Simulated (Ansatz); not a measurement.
This was printed by a script on Ansatz's Python interface, for harmonic frequencies at the relaxed geometry of H₂ISi, SMILES [SiH2]I. What did the script look like? Level of theory (for the species named): B3LYP, def2-SVP basis, multiplicity 2.

```yaml
atoms:
  - { symbol: Si, position_ang: [-0.1322, -0.3103, -0.4085] }
  - { symbol: I, position_ang: [1.8213, -0.3285, 0.9853] }
  - { symbol: H, position_ang: [-1.4011, -0.5230, 0.4188] }
  - { symbol: H, position_ang: [-0.2324, 1.1015, -1.0159] }
```

Output of `python freq_h2isi.py`:
```text
bond        before    after (A)
Si0-I1       2.3998   2.4679
Si0-H2       1.5296   1.4958
Si0-H3       1.5402   1.4959
frequencies (1/cm): 350 579 656 908 2167 2206
imaginary modes: 0  zero-point energy: 0.4256 eV
T (K)   F_vib (eV)   S_vib (meV/K)   C_vib (meV/K)
 200.0      0.4237        0.0387          0.0989
 300.0      0.4171        0.0945          0.1777
 400.0      0.4047        0.1538          0.2337
 500.0      0.3865        0.2106          0.2755
 600.0      0.3627        0.2639          0.3095
```

The script that was run (others could print the same):

`freq_h2isi.py`
```python
'''Vibrations of H2ISi.'''

import ansatz as az
import numpy as np

config = {
    'basis': 'def2-SVP',
    'xc': 'b3lyp',
}

GEOMETRY = '''
Si   -0.13220   -0.31030   -0.40850
I     1.82130   -0.32850    0.98530
H    -1.40110   -0.52300    0.41880
H    -0.23240    1.10150   -1.01590
'''


def main() -> None:
    system = az.Crystal.molecule()
    for line in GEOMETRY.strip().splitlines():
        symbol, *xyz = line.split()
        system = system.atom(symbol, [float(v) for v in xyz])

    setup = system.calculation().basis(gaussian=config['basis']).functional(config['xc']).spin('collinear', total=1)
    symbols = [site.symbol for site in system.cartesian_sites]
    start = np.array([site.position_ang for site in system.cartesian_sites], dtype=float)
    rep = setup.relax(force_tolerance=0.003).run().report
    end = np.array(rep['positions_ang'])

    print('bond        before    after (A)')
    for i, j in [(0, 1), (0, 2), (0, 3)]:
        d0, d1 = (np.linalg.norm(xyz[i] - xyz[j]) for xyz in (start, end))
        print(f'{symbols[i]}{i}-{symbols[j]}{j}'.ljust(10), f'{d0:8.4f} {d1:8.4f}')

    # same settings at the minimum
    minimum = az.Crystal.molecule()
    for symbol, xyz in zip(symbols, end):
        minimum = minimum.atom(symbol, xyz.tolist())
    vibrating = (
        minimum.calculation()
        .basis(gaussian=config['basis'])  # atom-centred Gaussian functions
        .functional(config['xc'])
        .spin('collinear', total=1)
        .phonons(temperatures=(200, 600, 100))
    )
    vib = vibrating.run().report['vibrations']
    sums = vib['harmonic_sums']
    modes = [m['omega_inv_cm'] for m in sums['modes_at_gamma'] if m['rigid_motion'] == 'no']
    print('frequencies (1/cm):', ' '.join(f'{w:.0f}' for w in modes))
    print('imaginary modes:', sum(w < 0 for w in modes), ' zero-point energy:', round(sums['zero_point_energy_ev'], 4), 'eV')
    print('T (K)   F_vib (eV)   S_vib (meV/K)   C_vib (meV/K)')
    for row in zip(sums['temperatures_k'], sums['vibrational_free_energy_ev'], vib['entropy_ev_per_k'], vib['heat_capacity_ev_per_k']):
        print(f'{row[0]:6.1f} {row[1]:11.4f} {1000 * row[2]:13.4f} {1000 * row[3]:15.4f}')


if __name__ == '__main__':
    main()
```

The frequencies are harmonic and unscaled, in a modest basis. The result belongs to the one conformer reached from this start, and soft torsions count as harmonic oscillators. def2 sets replace the cores of elements past krypton by effective core potentials. The species is open-shell (spin multiplicity 2). b3lyp holds the VWN-RPA fit, as in Gaussian; the form of ORCA and Turbomole is b3lyp5. Timing: 86 s on 1 thread of Arm Neoverse N1, on a shared host, peak memory 0.22 GiB.

(A comment or docstring line of the script was reworded after the run, the code is as it ran; lines on the test bed's own set-up are left out of the output.)
